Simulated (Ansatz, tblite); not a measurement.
# [Cu(H2O)2]+ (CuH₄O₂+): removing and adding an electron

Aim: the energy of removing and adding an electron for [Cu(H2O)2]+ (CuH₄O₂+), by energy differences, and how well orbital energies stand in for it.

Method: as each input shows; program: Ansatz 0.2.0, Gaussian basis.

Levels to be run: charge +2 doublet, at the geometry of the singlet (PBE0-D4/def2-TZVP, PBE-D4/def2-TZVP, r2SCAN-D4/def2-TZVP, CCSD(T)/def2-TZVPP); charge 0 doublet, at the geometry of the singlet (PBE0-D4/def2-TZVP, PBE-D4/def2-TZVP, r2SCAN-D4/def2-TZVP); the starting singlet's energies come from earlier runs.

### 1 The structure

The geometry is that of the singlet, from an earlier relaxation (PBE0-D4/def2-TZVP).

7 atoms, charge 1, spin multiplicity 1.

Atoms are counted from 1 here; the program's logs count them from 0.

Bond lengths: Cu1–O2 1.906 Å, Cu1–O5 1.906 Å, O2–H3 0.963 Å, O2–H4 0.963 Å, O5–H6 0.963 Å, O5–H7 0.963 Å. Angles: O2–Cu1–O5 179.8°, Cu1–O2–H3 124.0°, Cu1–O2–H4 124.0°, H3–O2–H4 108.3°, Cu1–O5–H6 124.0°, Cu1–O5–H7 124.0°, H6–O5–H7 108.3°.

Formally the metal is d10. No spin-orbit coupling is included. The ion is computed in the gas phase, without counter-ions or solvent.

### 2 Charge +2 doublet at the fixed geometry, first pass, PBE0-D4/def2-SVP

in.yaml reads:

```yaml
crystal:
  periodic: [false, false, false]
  atoms:
    - {symbol: Cu, position_ang: [-0.002425, 0.001084, 0.000018]}
    - {symbol: O, position_ang: [0.062321, 0.119712, 1.901573]}
    - {symbol: H, position_ang: [-0.533734, 0.663489, 2.427340]}
    - {symbol: H, position_ang: [0.850528, -0.057904, 2.425597]}
    - {symbol: O, position_ang: [-0.071922, -0.115365, -1.901502]}
    - {symbol: H, position_ang: [-0.880215, -0.023836, -2.416992]}
    - {symbol: H, position_ang: [0.575437, -0.587179, -2.436045]}
basis:
  gaussian: {orbitals: def2-SVP}
total_charge: 2
magnetization: {spin_polarized: true, initial_magnetization: 1}
hamiltonian: {xc: pbe0, dispersion: d4}
output: {orbitals: {seedname: orbitals}}
```

The run is started by

```console
> ansatz run in.yaml --threads 4 --pin off --events-out ev --progress --plain --max-ram 3916MiB
```

The log of the run:

```text
Functional definition: PBE0
  name "PBE0"
  cite "Adamo & Barone, J. Chem. Phys. 110, 6158 (1999) doi:10.1063/1.478522"
  cite "Perdew, Burke & Ernzerhof, Phys. Rev. Lett. 77, 3865 (1996) doi:10.1103/PhysRevLett.77.3865"
  parent pbe
  parameter a = 0.25
  parameter kappa = 0.804
  parameter beta = 0.06672455060314922
  exchange = (1 - a)*pbe_x(kappa = kappa, mu = beta*pi^2/3) + a*exact_x
  correlation = pbe_c(beta = beta)
810 factors; integrals over basis functions are off by at most 1.2e-3 eV
mean field evaluation 1: about -48726.9791 eV, gradient 9.5e1 eV
mean field evaluation 2: about -47816.7869 eV, gradient 2.7e2 eV
mean field evaluation 4: about -48753.5273 eV, gradient 3.2e1 eV
mean field evaluation 8: about -48758.6129 eV, gradient 8.5e0 eV
mean field evaluation 16: about -48759.0624 eV, gradient 5.9e-1 eV
mean field evaluation 32: about -48759.1582 eV, gradient 1.7e-5 eV
mean field -48759.15821689 eV, -1791.8660143263 hartree, gradient 8.3e-6 eV, S^2 0.751308; 6 other end points of the search recorded, 0 dependent functions left out
reference -48759.15828193 eV, -1791.8660167165 hartree; 24, 23 occupied and 55, 56 virtual orbitals, 810 factors
Total energy: -48759.20438958 eV, -1791.8677111414 hartree
```

Wall time 4.8 s (4 threads of Arm Neoverse V1, shared host).

Report: HOMO -22.15 eV, LUMO -18.64 eV (over both spins); ⟨S²⟩ 0.751 (pure: 0.75).

### 3 Charge +2 doublet at the fixed geometry, PBE0-D4/def2-TZVP

start.molden holds the orbitals of an earlier run on this state, given as this run's starting guess.

in.yaml: that of step 2 with these lines changed.

```diff
@@ -11,3 +11,3 @@
 basis:
-  gaussian: {orbitals: def2-SVP}
+  gaussian: {orbitals: def2-TZVP, initial_orbitals: start.molden}
 total_charge: 2
@@ -15,2 +15,3 @@
 hamiltonian: {xc: pbe0, dispersion: d4}
+scf: {omitted_lower_state_checks: [starts]}
 output: {orbitals: {seedname: orbitals}}
```

Same command.

The log of the run:

```text
Functional definition: PBE0
  name "PBE0"
  cite "Adamo & Barone, J. Chem. Phys. 110, 6158 (1999) doi:10.1063/1.478522"
  cite "Perdew, Burke & Ernzerhof, Phys. Rev. Lett. 77, 3865 (1996) doi:10.1103/PhysRevLett.77.3865"
  parent pbe
  parameter a = 0.25
  parameter kappa = 0.804
  parameter beta = 0.06672455060314922
  exchange = (1 - a)*pbe_x(kappa = kappa, mu = beta*pi^2/3) + a*exact_x
  correlation = pbe_c(beta = beta)
these checks for a lower state are left out or cut short: starts
1020 factors; their error is unknown
mean field evaluation 1: about -48767.8773 eV, gradient 1.0e2 eV
mean field evaluation 2: about -48770.5143 eV, gradient 3.4e0 eV
mean field evaluation 4: about -48770.6286 eV, gradient 2.6e-1 eV
mean field evaluation 8: about -48770.6307 eV, gradient 2.6e-5 eV
mean field -48770.63065808 eV, -1792.2876187636 hartree, gradient 1.3e-5 eV, S^2 0.751257; 0 other end points of the search recorded, 0 dependent functions left out
reference -48770.63068388 eV, -1792.2876197118 hartree; 24, 23 occupied and 107, 108 virtual orbitals, 1020 factors
Total energy: -48770.67679153 eV, -1792.2893141367 hartree
Checks for a lower state left out: starts
```

Wall time 4.5 s (4 threads of Arm Neoverse V1, shared host).

HOMO -22.16 eV, LUMO -18.35 eV (over both spins); ⟨S²⟩ 0.751 (pure: 0.75).

### 4 Charge +2 doublet at the fixed geometry, PBE-D4/def2-TZVP

in.yaml: that of step 3 with these lines changed.

```diff
@@ -14,3 +14,3 @@
 magnetization: {spin_polarized: true, initial_magnetization: 1}
-hamiltonian: {xc: pbe0, dispersion: d4}
+hamiltonian: {xc: pbe, dispersion: d4}
 scf: {omitted_lower_state_checks: [starts]}
```

Launched as before.

The log of the run:

```text
Functional definition: PBE
  name "PBE"
  cite "Perdew, Burke & Ernzerhof, Phys. Rev. Lett. 77, 3865 (1996) doi:10.1103/PhysRevLett.77.3865"
  parent pbe
  parameter kappa = 0.804
  parameter beta = 0.06672455060314922
  exchange = pbe_x(kappa = kappa, mu = beta*pi^2/3)
  correlation = pbe_c(beta = beta)
these checks for a lower state are left out or cut short: starts
931 factors; their error is unknown
mean field evaluation 1: about -48769.9999 eV, gradient 7.3e0 eV
mean field evaluation 2: about -48770.2867 eV, gradient 7.4e0 eV
mean field evaluation 4: about -48770.4664 eV, gradient 1.4e-1 eV
mean field evaluation 8: about -48770.4313 eV, gradient 5.1e-3 eV
mean field -48770.43130228 eV, -1792.2802925731 hartree, gradient 6.4e-6 eV, S^2 0.750975; 0 other end points of the search recorded, 0 dependent functions left out
reference -48770.43133518 eV, -1792.2802937821 hartree; 24, 23 occupied and 107, 108 virtual orbitals, 931 factors
Total energy: -48770.48655324 eV, -1792.2823230086 hartree
Checks for a lower state left out: starts
```

It took 1.9 s on 4 threads of Arm Neoverse V1, shared host.

HOMO -20.16 eV, LUMO -19.66 eV (over both spins); ⟨S²⟩ 0.751 (pure: 0.75).

### 5 Charge +2 doublet at the fixed geometry, r2SCAN-D4/def2-TZVP

in.yaml: that of step 4 with these lines changed.

```diff
@@ -14,3 +14,3 @@
 magnetization: {spin_polarized: true, initial_magnetization: 1}
-hamiltonian: {xc: pbe, dispersion: d4}
+hamiltonian: {xc: r2scan, dispersion: d4}
 scf: {omitted_lower_state_checks: [starts]}
```

Launched as before.

The log of the run, cut to the lines that bear on the results:

```text
Functional definition: r2SCAN
  name "r2SCAN"
  cite "Furness, Kaplan, Ning, Perdew & Sun, J. Phys. Chem. Lett. 11, 8208 (2020) doi:10.1021/acs.jpclett.0c02405"
  cite "Furness, Kaplan, Ning, Perdew & Sun, J. Phys. Chem. Lett. 11, 9248 (2020) doi:10.1021/acs.jpclett.0c03077"
  parent r2scan
[...]
931 factors; their error is unknown
[...]
mean field -48779.22309758 eV, -1792.6033850911 hartree, gradient 1.5e-6 eV, S^2 0.751366; 0 other end points of the search recorded, 0 dependent functions left out
reference -48779.22310950 eV, -1792.6033855293 hartree; 24, 23 occupied and 107, 108 virtual orbitals, 931 factors
Total energy: -48779.23601414 eV, -1792.6038597658 hartree
Checks for a lower state left out: starts
```

Run time: 4.7 s. Hardware: 4 threads of Arm Neoverse V1, shared host.

HOMO -20.70 eV, LUMO -19.56 eV (over both spins); ⟨S²⟩ 0.751 (pure: 0.75).

### 6 Charge +2 doublet at the fixed geometry, CCSD(T)/def2-TZVPP

in.yaml: that of step 5 with these lines changed.

```diff
@@ -11,7 +11,7 @@
 basis:
-  gaussian: {orbitals: def2-TZVP, initial_orbitals: start.molden}
+  gaussian: {orbitals: def2-TZVPP, initial_orbitals: start.molden}
 total_charge: 2
 magnetization: {spin_polarized: true, initial_magnetization: 1}
-hamiltonian: {xc: r2scan, dispersion: d4}
-scf: {omitted_lower_state_checks: [starts]}
+correlation: {method: ccsd_t, frozen_orbitals: {Cu: 9, H: 0, O: 1}}
+scf: {omitted_lower_state_checks: [starts, cluster_reference]}
 output: {orbitals: {seedname: orbitals}}
```

The command is unchanged.

The log of the run, cut to the lines that bear on the results:

```text
Functional definition: HF
  name "HF"
  cite "Fock, Z. Phys. 61, 126 (1930) doi:10.1007/BF01340294"
  parent pbe
[...]
1175 factors; integrals over basis functions are off by at most 1.0e-3 eV
[...]
mean field -48720.70091491 eV, -1790.4527345457 hartree, gradient 4.2e-6 eV, S^2 0.752172; 0 other end points of the search recorded, 0 dependent functions left out
11 core orbitals not correlated: weight in the atoms' cores, before any rotation towards them, 1.000 or more for the frozen orbitals, at most 0.000 for the correlated occupied ones
reference -48720.70091491 eV, -1790.4527345457 hartree; 13, 12 occupied and 158, 159 virtual orbitals, 1175 factors
second order -23.56154432 eV of doubles, -0.00000000 eV of singles
cycle   1  -22.65030338 eV  change    9.1e-1 eV  update   9.6e-2
[...]
cycle  17  -23.25624053 eV  change   -6.7e-6 eV  update   2.6e-5
perturbative correction -0.65561655 eV, -0.0240934637 hartree
Total energy: -48744.61277198 eV, -1791.3314790852 hartree
Checks for a lower state left out: starts, cluster_reference
```

Run time: 8.3 min. Hardware: 4 threads of Arm Neoverse V1, shared host; peak memory 2.3 GiB.

Report: Hartree-Fock HOMO -26.89 eV, LUMO -10.75 eV (over both spins); ⟨S²⟩ 0.752 (pure: 0.75); T1 0.018.

### 7 Vertical ionisation energy

Charged state less starting state, singlet to doublet; the starting state's energies are those of its earlier runs.

Differences are taken before rounding.

```
             method  vertical ionisation energy (eV)  from CCSD(T)/def2-TZVPP (eV)     time
      HF/def2-TZVPP                            12.21                         -2.94         
   PBE-D4/def2-TZVP                            15.35                         +0.21    2.8 s
r2SCAN-D4/def2-TZVP                            15.23                         +0.08    6.5 s
  PBE0-D4/def2-TZVP                            15.23                         +0.08    5.9 s
     MP2/def2-TZVPP                            16.13                         +0.98         
    CCSD/def2-TZVPP                            14.90                         -0.25         
 CCSD(T)/def2-TZVPP                            15.15                             0  8.8 min
```

Times add the two runs; a level without a time comes out of a correlated run.

Beside −ε(HOMO) of the starting state:

```
              level  −ε(HOMO) (eV)  by difference (eV)  mismatch (eV)
   PBE-D4/def2-TZVP          10.72               15.35          -4.63
r2SCAN-D4/def2-TZVP          10.75               15.23          -4.48
  PBE0-D4/def2-TZVP          12.37               15.23          -2.87
```

### 8 Charge 0 doublet at the fixed geometry, first pass, PBE0-D4/def2-SVP

in.yaml: that of step 6 with these lines changed.

```diff
@@ -11,7 +11,5 @@
 basis:
-  gaussian: {orbitals: def2-TZVPP, initial_orbitals: start.molden}
-total_charge: 2
+  gaussian: {orbitals: def2-SVP}
 magnetization: {spin_polarized: true, initial_magnetization: 1}
-correlation: {method: ccsd_t, frozen_orbitals: {Cu: 9, H: 0, O: 1}}
-scf: {omitted_lower_state_checks: [starts, cluster_reference]}
+hamiltonian: {xc: pbe0, dispersion: d4}
 output: {orbitals: {seedname: orbitals}}
```

The command is unchanged.

The log of the run:

```text
Functional definition: PBE0
  name "PBE0"
  cite "Adamo & Barone, J. Chem. Phys. 110, 6158 (1999) doi:10.1063/1.478522"
  cite "Perdew, Burke & Ernzerhof, Phys. Rev. Lett. 77, 3865 (1996) doi:10.1103/PhysRevLett.77.3865"
  parent pbe
  parameter a = 0.25
  parameter kappa = 0.804
  parameter beta = 0.06672455060314922
  exchange = (1 - a)*pbe_x(kappa = kappa, mu = beta*pi^2/3) + a*exact_x
  correlation = pbe_c(beta = beta)
812 factors; integrals over basis functions are off by at most 1.2e-3 eV
mean field evaluation 1: about -48768.3731 eV, gradient 5.3e1 eV
mean field evaluation 2: about -48478.0404 eV, gradient 2.9e2 eV
mean field evaluation 4: about -48777.3683 eV, gradient 1.5e1 eV
mean field evaluation 8: about -48778.1647 eV, gradient 1.0e0 eV
mean field evaluation 16: about -48778.1696 eV, gradient 1.3e-3 eV
mean field -48778.16961218 eV, -1792.5646702166 hartree, gradient 1.8e-5 eV, S^2 0.752848; 0 other end points of the search recorded, 0 dependent functions left out
reference -48778.16966074 eV, -1792.5646720012 hartree; 25, 24 occupied and 54, 55 virtual orbitals, 812 factors
Total energy: -48778.23225389 eV, -1792.5669722573 hartree
```

Run time: 1.6 s. Hardware: 4 threads of Arm Neoverse V1, shared host.

Report: HOMO -2.22 eV, LUMO -0.52 eV (over both spins); ⟨S²⟩ 0.753 (pure: 0.75).

### 9 Charge 0 doublet at the fixed geometry, PBE0-D4/def2-TZVP

in.yaml: that of step 8 with these lines changed.

```diff
@@ -11,5 +11,6 @@
 basis:
-  gaussian: {orbitals: def2-SVP}
+  gaussian: {orbitals: def2-TZVP, initial_orbitals: start.molden}
 magnetization: {spin_polarized: true, initial_magnetization: 1}
 hamiltonian: {xc: pbe0, dispersion: d4}
+scf: {omitted_lower_state_checks: [starts]}
 output: {orbitals: {seedname: orbitals}}
```

Same command.

The log of the run:

```text
Functional definition: PBE0
  name "PBE0"
  cite "Adamo & Barone, J. Chem. Phys. 110, 6158 (1999) doi:10.1063/1.478522"
  cite "Perdew, Burke & Ernzerhof, Phys. Rev. Lett. 77, 3865 (1996) doi:10.1103/PhysRevLett.77.3865"
  parent pbe
  parameter a = 0.25
  parameter kappa = 0.804
  parameter beta = 0.06672455060314922
  exchange = (1 - a)*pbe_x(kappa = kappa, mu = beta*pi^2/3) + a*exact_x
  correlation = pbe_c(beta = beta)
these checks for a lower state are left out or cut short: starts
1020 factors; their error is unknown
mean field evaluation 1: about -48786.7794 eV, gradient 1.1e2 eV
mean field evaluation 2: about -48789.6837 eV, gradient 4.1e0 eV
mean field evaluation 4: about -48789.8945 eV, gradient 6.3e-3 eV
mean field evaluation 8: about -48789.9419 eV, gradient 1.3e-5 eV
mean field -48789.94191565 eV, -1792.9972943898 hartree, gradient 1.3e-5 eV, S^2 0.752041; 0 other end points of the search recorded, 0 dependent functions left out
reference -48789.94195848 eV, -1792.9972959637 hartree; 25, 24 occupied and 106, 107 virtual orbitals, 1020 factors
Total energy: -48790.00455164 eV, -1792.9995962197 hartree
Checks for a lower state left out: starts
```

Wall time 2.2 s (4 threads of Arm Neoverse V1, shared host).

Report: HOMO -2.45 eV, LUMO -0.69 eV (over both spins); ⟨S²⟩ 0.752 (pure: 0.75).

### 10 Charge 0 doublet at the fixed geometry, PBE-D4/def2-TZVP

in.yaml: that of step 9 with these lines changed.

```diff
@@ -13,3 +13,3 @@
 magnetization: {spin_polarized: true, initial_magnetization: 1}
-hamiltonian: {xc: pbe0, dispersion: d4}
+hamiltonian: {xc: pbe, dispersion: d4}
 scf: {omitted_lower_state_checks: [starts]}
```

Launched as before.

The log of the run:

```text
Functional definition: PBE
  name "PBE"
  cite "Perdew, Burke & Ernzerhof, Phys. Rev. Lett. 77, 3865 (1996) doi:10.1103/PhysRevLett.77.3865"
  parent pbe
  parameter kappa = 0.804
  parameter beta = 0.06672455060314922
  exchange = pbe_x(kappa = kappa, mu = beta*pi^2/3)
  correlation = pbe_c(beta = beta)
these checks for a lower state are left out or cut short: starts
931 factors; their error is unknown
mean field evaluation 1: about -48790.0519 eV, gradient 7.2e0 eV
mean field evaluation 2: about -48790.2023 eV, gradient 2.8e-1 eV
mean field evaluation 4: about -48790.1687 eV, gradient 2.5e-1 eV
mean field evaluation 8: about -48790.1688 eV, gradient 1.2e-5 eV
mean field -48790.16881040 eV, -1793.0056326179 hartree, gradient 1.2e-5 eV, S^2 0.750453; 0 other end points of the search recorded, 0 dependent functions left out
reference -48790.16886482 eV, -1793.0056346179 hartree; 25, 24 occupied and 106, 107 virtual orbitals, 931 factors
Total energy: -48790.24382958 eV, -1793.0083895220 hartree
Checks for a lower state left out: starts
```

It took 1.6 s on 4 threads of Arm Neoverse V1, shared host.

From the report: HOMO -2.03 eV, LUMO -1.64 eV (over both spins); ⟨S²⟩ 0.750 (pure: 0.75).

### 11 Charge 0 doublet at the fixed geometry, r2SCAN-D4/def2-TZVP

in.yaml: that of step 10 with these lines changed.

```diff
@@ -13,3 +13,3 @@
 magnetization: {spin_polarized: true, initial_magnetization: 1}
-hamiltonian: {xc: pbe, dispersion: d4}
+hamiltonian: {xc: r2scan, dispersion: d4}
 scf: {omitted_lower_state_checks: [starts]}
```

Launched as before.

The log of the run:

```text
Functional definition: r2SCAN
  name "r2SCAN"
  cite "Furness, Kaplan, Ning, Perdew & Sun, J. Phys. Chem. Lett. 11, 8208 (2020) doi:10.1021/acs.jpclett.0c02405"
  cite "Furness, Kaplan, Ning, Perdew & Sun, J. Phys. Chem. Lett. 11, 9248 (2020) doi:10.1021/acs.jpclett.0c03077"
  parent r2scan
  parameter k0 = 0.174
  parameter k1 = 0.065
  parameter a1 = 4.9479
  exchange = r2scan_x(k0 = k0, k1 = k1, a1 = a1)
  correlation = r2scan_c
these checks for a lower state are left out or cut short: starts
931 factors; their error is unknown
mean field evaluation 1: about -48798.6132 eV, gradient 4.0e0 eV
mean field evaluation 2: about -48798.6658 eV, gradient 1.6e-1 eV
mean field evaluation 4: about -48798.6313 eV, gradient 5.9e-4 eV
mean field -48798.63129264 eV, -1793.3166231042 hartree, gradient 1.7e-5 eV, S^2 0.751984; 0 other end points of the search recorded, 0 dependent functions left out
reference -48798.63131830 eV, -1793.3166240473 hartree; 25, 24 occupied and 106, 107 virtual orbitals, 931 factors
Total energy: -48798.64919799 eV, -1793.3172811137 hartree
Checks for a lower state left out: starts
```

Run time: 3.4 s. Hardware: 4 threads of Arm Neoverse V1, shared host.

Report: HOMO -2.05 eV, LUMO -1.17 eV (over both spins); ⟨S²⟩ 0.752 (pure: 0.75).

### 12 Vertical electron affinity

Starting state less charged state (positive: the electron is bound), singlet to doublet; the starting state's energies are those of its earlier runs.

```
              level  vertical electron affinity (eV)   time
   PBE-D4/def2-TZVP                            +4.40  2.5 s
r2SCAN-D4/def2-TZVP                            +4.18  5.2 s
  PBE0-D4/def2-TZVP                            +4.10  3.6 s
```

Times add the two runs; a level without a time comes out of a correlated run.

Beside −ε(LUMO) of the starting state:

```
              level  −ε(LUMO) (eV)  by difference (eV)  mismatch (eV)
   PBE-D4/def2-TZVP           6.85                4.40          +2.45
r2SCAN-D4/def2-TZVP           6.39                4.18          +2.20
  PBE0-D4/def2-TZVP           5.75                4.10          +1.66
```

### 13 Outcome

| quantity | value |
| --- | --- |
| vertical ionisation energy, functionals in def2-TZVP | 15.23 (r2SCAN-D4) to 15.35 eV (PBE-D4) |
| vertical ionisation energy, CCSD(T)/def2-TZVPP | 15.15 eV |
| vertical electron affinity, functionals in def2-TZVP | 4.10 (PBE0-D4) to 4.40 eV (PBE-D4) |

**Reading.** The vertical ionisation energy spans 15.23 to 15.35 eV over the functionals, beside 15.15 eV from CCSD(T)/def2-TZVPP. −ε(HOMO) misses the level's own difference by -2.87 eV at best (PBE0-D4) and -4.63 eV at worst (PBE-D4). CCSD(T)/def2-TZVPP isn't at the basis-set limit; small misses against it rank nothing. The vertical electron affinity spans 4.10 to 4.40 eV over the functionals. −ε(LUMO) misses the level's own difference by +1.66 eV at best (PBE0-D4) and +2.45 eV at worst (PBE-D4). The charged states' spins were chosen beforehand and needn't be their lowest.
